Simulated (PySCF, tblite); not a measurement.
# C₁₃H₁₃P: NMR shifts, part 2 of 2

tblite 0.8.0 and PySCF 2.14.0. Atoms count from 0. The steps go on from the part before.

## Step 5: NMR shifts: GIAO KT3/pcSseg-2

What the job is given:

```
{"job": {"kind": "nmr", "xc": "KT3", "basis": "pcSseg-2", "pop": false}, "charge": 0, "multiplicity": 1}
C     -0.143786    -1.914951    -0.394070
P     -0.150632    -0.109069    -0.788217
C      1.309973     0.497179     0.147050
C      2.298211    -0.336953     0.682334
C      3.409879     0.202772     1.331851
C      3.547458     1.581929     1.461465
C      2.569228     2.424198     0.929348
C      1.468277     1.886732     0.271428
C     -1.511694     0.439430     0.330238
C     -1.374692     0.523387     1.722470
C     -2.450886     0.912451     2.515821
C     -3.679260     1.221130     1.929199
C     -3.825760     1.143431     0.545893
C     -2.745131     0.760573    -0.248746
H      0.677562    -2.413974    -0.930146
H     -0.061137    -2.119283     0.684621
H     -1.090180    -2.337586    -0.761682
H      2.208264    -1.422064     0.600425
H      4.171087    -0.464643     1.743678
H      4.415975     2.002576     1.973726
H      2.668867     3.508384     1.023706
H      0.709822     2.554447    -0.148181
H     -0.412288     0.290303     2.186371
H     -2.331028     0.977096     3.600257
H     -4.522067     1.528356     2.553231
H     -4.783153     1.390898     0.080689
H     -2.854638     0.713906    -1.336179
```

With the program's defaults for keys left out, this is: GIAO KT3/pcSseg-2 NMR shielding, non-relativistic, gas phase.

The log of the run:

```text
start: PBE on a coarse grid of 22661 points
cycle   1  E = -843.7578545795  dE =  1.674e+00  |g| = 7.986e-01  |ddm| = 4.142e+00
cycle   2  E = -843.5119517830  dE =  2.459e-01  |g| = 1.240e+00  |ddm| = 2.476e+00
cycle   3  E = -843.9256625707  dE = -4.137e-01  |g| = 1.449e-01  |ddm| = 2.023e+00
cycle   4  E = -843.9289991640  dE = -3.337e-03  |g| = 9.484e-02  |ddm| = 5.235e-01
cycle   5  E = -843.9311331081  dE = -2.134e-03  |g| = 3.641e-02  |ddm| = 1.285e-01
cycle   6  E = -843.9314811668  dE = -3.481e-04  |g| = 1.254e-02  |ddm| = 6.695e-02
cycle   7  E = -843.9315201421  dE = -3.898e-05  |g| = 5.367e-03  |ddm| = 2.164e-02
final grid: 206161 points
cycle   8  E = -855.7097020947  dE = -5.526e-02  |g| = 1.502e-01  |ddm| = 5.930e+00
cycle   9  E = -855.7100114516  dE = -3.094e-04  |g| = 8.398e-02  |ddm| = 2.706e-01
cycle  10  E = -855.7103336278  dE = -3.222e-04  |g| = 4.207e-02  |ddm| = 1.226e-01
cycle  11  E = -855.7108182944  dE = -4.847e-04  |g| = 1.126e-02  |ddm| = 4.753e-02
cycle  12  E = -855.7108544046  dE = -3.611e-05  |g| = 3.013e-03  |ddm| = 2.254e-02
cycle  13  E = -855.7108553308  dE = -9.262e-07  |g| = 1.895e-03  |ddm| = 6.702e-03
cycle  14  E = -855.7108551427  dE =  1.880e-07  |g| = 5.346e-04  |ddm| = 2.166e-03
cycle  15  E = -855.7108583233  dE = -3.181e-06  |g| = 1.051e-04  |ddm| = 1.351e-03
cycle  16  E = -855.7108559621  dE =  2.361e-06  |g| = 4.692e-05  |ddm| = 1.070e-03
converged SCF energy = -855.7108559621

GIAO shielding tensors (ppm)
atom      isotropic    diamagn.    paramagn.     s11        s22        s33       span
  0 C      163.467     252.875     -89.408    151.836    160.747    177.818     25.982
  1 P      352.480     975.904    -623.424    305.549    362.410    389.480     83.931
  2 C       39.313     268.547    -229.234    -40.261     -8.603    166.804    207.065
  3 C       54.946     263.328    -208.382    -52.439     46.299    170.978    223.417
  4 C       55.353     257.092    -201.738    -49.257     48.609    166.709    215.966
  5 C       56.715     256.349    -199.634    -45.335     46.993    168.487    213.822
  6 C       55.729     257.479    -201.750    -48.387     48.271    167.302    215.690
  7 C       48.918     261.799    -212.880    -55.519     39.677    162.597    218.116
  8 C       36.981     269.000    -232.018    -41.842    -12.399    165.185    207.027
  9 C       49.340     264.761    -215.421    -51.855     32.310    167.566    219.421
 10 C       54.479     258.914    -204.435    -50.575     47.789    166.223    216.797
 11 C       54.846     255.877    -201.031    -48.580     44.200    168.916    217.496
 12 C       55.999     255.892    -199.893    -46.862     48.620    166.239    213.101
 13 C       47.431     261.372    -213.941    -58.933     45.714    155.511    214.444
 14 H       29.774      34.477      -4.703     25.026     27.272     37.024     11.998
 15 H       29.952      37.205      -7.253     26.926     28.456     34.473      7.547
 16 H       30.091      33.946      -3.855     25.482     29.114     35.678     10.196
 17 H       23.910      37.834     -13.924     19.628     21.640     30.464     10.836
 18 H       23.999      27.269      -3.270     20.831     24.046     27.119      6.287
 19 H       24.166      22.434       1.732     21.154     24.824     26.519      5.364
 20 H       24.181      27.308      -3.128     20.977     24.229     27.335      6.357
 21 H       24.103      37.670     -13.566     20.000     21.534     30.776     10.775
 22 H       24.488      40.591     -16.102     19.726     21.519     32.220     12.493
 23 H       24.247      29.166      -4.919     20.782     23.803     28.157      7.375
 24 H       24.146      21.875       2.271     21.017     24.749     26.673      5.657
 25 H       24.089      25.063      -0.974     20.844     24.482     26.941      6.097
 26 H       23.577      35.662     -12.086     20.341     21.656     28.733      8.393
```

It took 31 s on 2 threads of Arm Neoverse V2, shared host; peak memory 1.3 GiB.

## Step 6: NMR shifts: GIAO PBE0/pcSseg-1 in chloroform

Settings changed since step 5:

```diff
@@ -1,2 +1,2 @@
-{"job": {"kind": "nmr", "xc": "KT3", "basis": "pcSseg-2", "pop": false}, "charge": 0, "multiplicity": 1}
+{"job": {"kind": "nmr", "xc": "PBE0", "basis": "pcSseg-1", "pop": false, "solvent": "chloroform"}, "charge": 0, "multiplicity": 1}
 C     -0.143786    -1.914951    -0.394070
```

Level: GIAO PBE0/pcSseg-1 NMR shielding, non-relativistic, IEF-PCM chloroform.

The log of the run:

```text
start: PBE on a coarse grid of 22661 points
cycle   1  E = -843.4236153083  dE =  1.699e+00  |g| = 7.185e-01  |ddm| = 5.406e+00
cycle   2  E = -843.2820010017  dE =  1.416e-01  |g| = 1.024e+00  |ddm| = 1.885e+00
cycle   3  E = -843.5678682338  dE = -2.859e-01  |g| = 8.630e-02  |ddm| = 1.210e+00
cycle   4  E = -843.5696631263  dE = -1.795e-03  |g| = 3.710e-02  |ddm| = 1.777e-01
cycle   5  E = -843.5699402757  dE = -2.771e-04  |g| = 1.876e-02  |ddm| = 5.559e-02
cycle   6  E = -843.5700323918  dE = -9.212e-05  |g| = 5.363e-03  |ddm| = 2.443e-02
final grid: 206161 points
cycle   7  E = -843.7595170047  dE = -8.078e-03  |g| = 4.041e-02  |ddm| = 5.363e-01
cycle   8  E = -843.7595445017  dE = -2.750e-05  |g| = 3.894e-02  |ddm| = 7.898e-02
cycle   9  E = -843.7599457948  dE = -4.013e-04  |g| = 5.531e-03  |ddm| = 4.343e-02
cycle  10  E = -843.7599521102  dE = -6.315e-06  |g| = 2.598e-03  |ddm| = 8.389e-03
cycle  11  E = -843.7599560535  dE = -3.943e-06  |g| = 7.165e-04  |ddm| = 3.566e-03
cycle  12  E = -843.7599560950  dE = -4.146e-08  |g| = 2.197e-04  |ddm| = 9.800e-04
cycle  13  E = -843.7599572795  dE = -1.184e-06  |g| = 7.686e-05  |ddm| = 2.620e-04
converged SCF energy = -843.7599572795

GIAO shielding tensors (ppm)
atom      isotropic    diamagn.    paramagn.     s11        s22        s33       span
  0 C      167.936     255.666     -87.730    157.037    164.792    181.980     24.944
  1 P      353.900     970.856    -616.956    305.386    359.406    396.908     91.521
  2 C       36.161     266.506    -230.345    -53.230    -12.071    173.784    227.014
  3 C       49.578     251.955    -202.377    -64.398     35.614    177.519    241.917
  4 C       50.325     253.262    -202.937    -61.389     37.018    175.345    236.734
  5 C       51.115     254.951    -203.836    -58.191     34.703    176.833    235.025
  6 C       50.588     254.037    -203.450    -60.981     36.932    175.812    236.792
  7 C       44.261     252.064    -207.803    -67.373     30.108    170.049    237.422
  8 C       33.680     265.180    -231.500    -53.832    -17.582    172.454    226.286
  9 C       44.735     253.231    -208.496    -63.286     22.986    174.506    237.791
 10 C       49.686     253.548    -203.862    -62.365     36.543    174.879    237.244
 11 C       49.364     254.627    -205.264    -60.986     32.053    177.025    238.011
 12 C       50.982     254.239    -203.258    -58.900     36.964    174.881    233.781
 13 C       42.636     250.911    -208.275    -70.558     35.848    162.617    233.175
 14 H       29.570      31.971      -2.401     24.433     26.676     37.600     13.167
 15 H       29.757      33.778      -4.021     26.285     28.158     34.828      8.543
 16 H       29.858      31.529      -1.671     24.738     28.622     36.213     11.475
 17 H       23.538      34.222     -10.684     18.813     21.580     30.223     11.409
 18 H       23.530      29.087      -5.557     20.022     23.965     26.604      6.582
 19 H       23.698      27.439      -3.741     20.415     24.789     25.890      5.475
 20 H       23.718      29.227      -5.509     20.206     24.031     26.917      6.712
 21 H       23.806      33.378      -9.572     19.485     21.309     30.625     11.140
 22 H       24.237      34.781     -10.544     19.155     21.361     32.195     13.040
 23 H       23.813      29.959      -6.146     19.978     23.698     27.765      7.787
 24 H       23.694      27.106      -3.412     20.253     24.763     26.066      5.813
 25 H       23.642      28.237      -4.595     20.097     24.402     26.427      6.331
 26 H       23.228      33.098      -9.870     19.539     21.556     28.589      9.051
```

Wall time 16 s (2 threads of Arm Neoverse V2, shared host); peak memory 1.1 GiB.

## Step 7: What came out

What follows sums up all 2 parts.

| quantity | value |
| --- | --- |
| point group | C1 |
| rotational constants (main isotopes) | 1.15, 0.40, 0.35 GHz |
| $^{13}$C shifts against TMS (PBE0/pcSseg-2, means over atoms taken as alike) | 155.5, 143.2, 137.6, 137.5, 17.5 ppm |
| $^{1}$H shifts against TMS (PBE0/pcSseg-2, means over atoms taken as alike) | 7.62, 7.53, 7.51, 1.41 ppm |
| $^{31}$P shifts against H3PO4 (PBE0/pcSseg-2) | -41.5 ppm |
| measured, and computed on the same scale | P1 δ -28.0, -41.5 ppm |

What this shows: Relaxing lowered the energy by 0.101 eV in 13 steps; the close pair that moved most is C13–H26, from 1.081 to 1.094 Å (PBE0/def2-SVP). No frequency check was run at this level, so the end point may be a saddle. The one measured $^{31}$P shift is missed by -13.5 ppm (computed less measured, unscaled). Vibration, temperature and solvent are missing from the calculation, and it holds one conformer, so part of the miss against the measured shifts is not the functional's. NICS(1)zz of -28 ppm above the planar ring from C2 marks a diatropic (aromatic) ring current.
